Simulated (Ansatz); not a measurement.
Crystal: HfIn4SiO6.

```
Hf In Si O
1.0
     2.71585   -4.70357    0.00833
     2.71585    4.70357    0.00833
    -1.87915    0.00000    7.40127
Hf In Si O
1 4 1 6
Direct
  0.78835 0.21165 0.00000
  0.62175 0.37825 0.50000
  0.45502 0.54498 0.00000
  0.28407 0.71593 0.50000
  0.95814 0.04186 0.50000
  0.12168 0.87832 0.00000
  0.06219 0.11415 0.86666
  0.88585 0.93781 0.13334
  0.79490 0.53784 0.86663
  0.46216 0.20510 0.13337
  0.15352 0.62879 0.13333
  0.37121 0.84648 0.86667
```

The cell was built by a generator and needn't be a form met in nature.

Base run:

- Program: Ansatz 0.2.0
- Functional: RPBE
- Potentials or basis: all-electron LAPW, scalar-relativistic
- Cutoff: 374 eV
- Density cutoff: 1496 eV
- Basis error allowed: 0.002 eV/atom
- k mesh: 4 × 4 × 3
- Occupations: fermi-dirac, width 0.05 eV
- Spin: no spin polarisation

Its results: pressure 2.7 GPa; largest force 0.169 eV/Å.

Task: The run is repeated on the same cell with these changes: functional from RPBE to LDA. What comes out?

Result: Pressure -8.3 GPa; largest force 0.419 eV/Å.

LDA binds more tightly than RPBE, so the same cell stands under less pressure.

Caveats: the k mesh is thin for a metal, which can move the energy by tens of meV per atom.

Not every run made on this cell is shown here.
